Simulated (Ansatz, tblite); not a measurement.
## A script for TeWO (GFN2-xTB)

These are simulated results from tblite 0.8.0, not measurements. The cell was built from a prototype and was relaxed with r2SCAN in plane waves (Ansatz 0.2.0). It may be hypothetical. It is a single sheet, repeated along a and b, with vacuum along c. All runs are without spin polarisation.

The sheet's in-plane cell has a = 3.173 Å, b = 3.173 Å (γ = 120.0°), and its outermost atoms lie 3.02 Å apart along the normal. W is surrounded by 3 O at 2.12 Å and 3 Te at 2.68 Å; O is surrounded by 3 W at 2.12 Å; Te is surrounded by 3 W at 2.68 Å and 6 Te at 3.17 Å.

tblite solves periodic systems at the zone centre alone, so the script builds a cluster of 3×3×1 conventional cells (27 atoms), which folds in a coarse mesh of k points.

Input script:

```python
import json
from ase import Atoms
from ase.build import make_supercell
from ase.units import Bohr, GPa, Hartree
from tblite.interface import Calculator

atoms = Atoms(['W', 'O', 'Te'],
              cell=[[3.172958, 0.0, 0.0], [-1.586479, 2.747862, 0.0], [0.0, 0.0, 30.645492]],
              scaled_positions=[[0.333333, 0.666667, 0.303389], [0.666667, 0.333333, 0.33811], [0.666667, 0.333333, 0.239545]],
              pbc=True)
cluster = make_supercell(atoms, [[3, 0, 0], [0, 3, 0], [0, 0, 1]])
calc = Calculator('GFN2-xTB', cluster.numbers, cluster.positions / Bohr, lattice=cluster.cell[:] / Bohr, periodic=cluster.pbc)
calc.set('temperature', 0.02 / Hartree)
calc.set('max-iter', 150)
res = calc.singlepoint()
levels = res.get('orbital-energies') * Hartree
nv = round(res.get('orbital-occupations').sum() / 2)
cells = len(cluster) // len(atoms)
out = {'energy_per_cell': res.get('energy') * Hartree / cells, 'homo': levels[nv - 1], 'lumo': levels[nv],
       'stress': (-res.get('virial') * Hartree / cluster.get_volume() / GPa).tolist(), 'charges': res.get('charges')[:len(atoms)].tolist(), 'electrons': 2 * nv / cells}
json.dump(out, open('results.json', 'w'))
for key, value in out.items():
    print(key, value)
```

Command: `python run.py`. It took 2.5 s on 1 thread of Arm Neoverse N1, on a shared host, peak memory 0.096 GiB.

What it printed:

```
------------------------------------------------------------
  cycle        total energy    energy error   density error
------------------------------------------------------------
      1     -79.47162421478  -7.9652886E+01   7.6195598E-01
      2      101.2051385495   1.8067676E+02   3.5247223E+00
      3     -70.79047871315  -1.7199562E+02   1.0250118E+00
      4     -84.43145515360  -1.3640976E+01   4.8155387E-01
      5     -85.32596618300  -8.9451103E-01   2.0209589E-01
      6     -63.87033340424   2.1455633E+01   8.1603788E-01
      7     -82.43331609060  -1.8562983E+01   3.3655938E-01
      8     -85.52276209573  -3.0894460E+00   3.3806214E-01
      9     -87.48463613591  -1.9618740E+00   1.5843452E-01
     10     -87.44283461156   4.1801524E-02   1.6515757E-01
     11     -87.37650362080   6.6330991E-02   1.5012988E-01
     12     -87.57257636068  -1.9607274E-01   9.6991166E-02
     13     -87.58105889314  -8.4825325E-03   8.8465440E-02
     14     -87.59602141490  -1.4962522E-02   7.2549591E-02
     15     -87.60289228433  -6.8708694E-03   6.5028791E-02
     16     -87.62382751166  -2.0935227E-02   4.2650648E-02
     17     -87.63158088682  -7.7533752E-03   2.3607931E-02
     18     -87.63239827522  -8.1738840E-04   2.0457326E-02
     19     -87.63291964342  -5.2136820E-04   1.9103122E-02
     20     -87.63378815475  -8.6851133E-04   1.6647406E-02
     21     -87.63417726548  -3.8911073E-04   1.5349099E-02
     22     -87.63427030315  -9.3037671E-05   1.4982279E-02
     23     -87.63402002257   2.5028058E-04   1.6035013E-02
     24     -87.63405093143  -3.0908860E-05   1.5908785E-02
     25     -87.63505201256  -1.0010811E-03   1.1133281E-02
     26     -87.63534493941  -2.9292684E-04   9.4177128E-03
     27     -87.63591797289  -5.7303348E-04   5.9707850E-03
     28     -87.63633236675  -4.1439386E-04   2.6733598E-03
     29     -87.63637700894  -4.4642189E-05   2.3955395E-03
     30     -87.63641013380  -3.3124858E-05   2.2871784E-03
     31     -87.63643223795  -2.2104152E-05   2.0420104E-03
     32     -87.63643795911  -5.7211619E-06   1.8451295E-03
     33     -87.63643775828   2.0083264E-07   1.5960610E-03
     34     -87.63643890574  -1.1474641E-06   1.2650431E-03
     35     -87.63643965864  -7.5289311E-07   1.0257504E-03
     36     -87.63643996581  -3.0717447E-07   3.4792146E-04
     37     -87.63644023413  -2.6831930E-07   2.5812878E-04
     38     -87.63644025677  -2.2637380E-08   2.4479067E-04
     39     -87.63644024116   1.5610155E-08   2.5086014E-04
     40     -87.63644023689   4.2639670E-09   2.5663992E-04
     41     -87.63644019548   4.1412605E-08   2.5829960E-04
     42     -87.63643946154   7.3393842E-07   2.4408775E-04
     43     -87.63643990886  -4.4731934E-07   1.6430528E-04
     44     -87.63643979793   1.1093223E-07   2.4763433E-04
     45     -87.63644021921  -4.2128573E-07   2.1686469E-04
     46     -87.63644025168  -3.2462822E-08   1.9669789E-04
     47     -87.63644033929  -8.7614595E-08   1.3241779E-04
     48     -87.63644038351  -4.4215895E-08   1.0389135E-04
     49     -87.63644038455  -1.0394530E-09   8.0674393E-05
     50     -87.63644037928   5.2674949E-09   5.4251891E-05
     51     -87.63644039260  -1.3316665E-08   2.8626410E-05
     52     -87.63644039198   6.1605476E-10   3.0734481E-05
     53     -87.63644039340  -1.4190960E-09   3.0300923E-05
     54     -87.63644038111   1.2286534E-08   5.1297515E-05
     55     -87.63644038162  -5.0809490E-10   5.6279234E-05
     56     -87.63644032098   6.0644069E-08   7.4433619E-05
     57     -87.63644034889  -2.7911881E-08   5.7620466E-05
     58     -87.63644035123  -2.3375577E-09   5.1723857E-05
     59     -87.63644034327   7.9599261E-09   4.5097055E-05
     60     -87.63644033940   3.8642440E-09   4.2274247E-05
     61     -87.63644034339  -3.9914028E-09   4.0751570E-05
     62     -87.63644035395  -1.0552924E-08   3.5964935E-05
     63     -87.63644035980  -5.8502536E-09   3.0693226E-05
     64     -87.63644036250  -2.7033735E-09   2.9078913E-05
     65     -87.63644038423  -2.1728894E-08   4.9460671E-05
     66     -87.63644038850  -4.2715982E-09   4.4216697E-05
     67     -87.63644039991  -1.1409568E-08   1.0549386E-05
------------------------------------------------------------

 total:                                   1.587 sec
energy_per_cell -264.96766772482454
homo -11.393322269173202
lumo -11.197749007746152
stress [[1.911789746220665, 1.4280784165717009e-05, 1.5110712887664322e-05], [1.4280784165733922e-05, 1.911808817673634, -9.028290582828225e-06], [1.51107128876901e-05, -9.028290582790715e-06, 2.4511711522081234]]
charges [0.18302286183816463, -0.30007760010353857, 0.11700100626045334]
electrons 18.0
```

The cycle table is in hartree for the whole cluster, and the lines after it are in eV (the energy for one cell). The printed stress is in GPa and positive in compression, and the pressure is its mean diagonal, here averaged over the vacuum too.

GFN2-xTB gives a gap of 0.20 eV. On the same cell, plane-wave PBE (Ansatz, 12×12×1 k points and the special points) gives a gap of 0.73 eV and r2SCAN a gap of 0.86 eV; on shared hosts these took about 28 and 70 core-seconds on the 3-atom cell, against 2.5 for the script. Spin-orbit coupling, left out in all these runs, can cut or reorder the gap by tenths of an eV, up to about 1 eV with Pb or Bi. xTB was fitted to molecules, so gaps, charges and pressures of solids can be far off, and the gap also depends on the size of the cluster.

xTB was fitted mostly to molecules, and a small cluster samples few k points, so gaps, pressures and kinks along a curve can be far from a solid's.

No spin-orbit coupling is included; it can move band edges with weight on the heavy atoms by tenths of an eV.
